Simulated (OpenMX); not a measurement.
Runs of OpenMX 3.8.5 on HfB. It takes space group Fm-3m (No. 225, cubic). Conventional cell: a = 4.558 Å, b = 4.558 Å, c = 4.558 Å, α = 90.00°, β = 90.00°, γ = 90.00°. Around Hf (site symmetry m-3m) lie 6 B at 2.28 Å. Around B (site symmetry m-3m) lie 6 Hf at 2.28 Å. 

| cell | pressure (GPa) |
| --- | --- |
| Fm-3m, 11.83 Å³/atom | (b) |
| Fm-3m, 12.33 Å³/atom | 30.1 |
| Fm-3m, 10.85 Å³/atom | (a) |
| Fm-3m, 13.31 Å³/atom | 11.5 |
| Fm-3m, 11.34 Å³/atom | 57.0 |

Alike in all rows: task band structure; level PBE; potentials or basis OpenMX 2013 PBE set, Hf7.0-s3p2d2f1, B7.0-s2p2d1, grid cutoff 400 Ry; no spin polarisation; k mesh 7 × 7 × 7; smearing fermi-dirac 0.05 eV.

**Question.** Fill in the values left out.

**Answer.** (a) 74.7; (b) 42.4.

Caveats: the basis of atomic orbitals isn't converged, which shifts pressures, moduli and gaps; the cell as given lies far from equilibrium (some runs).
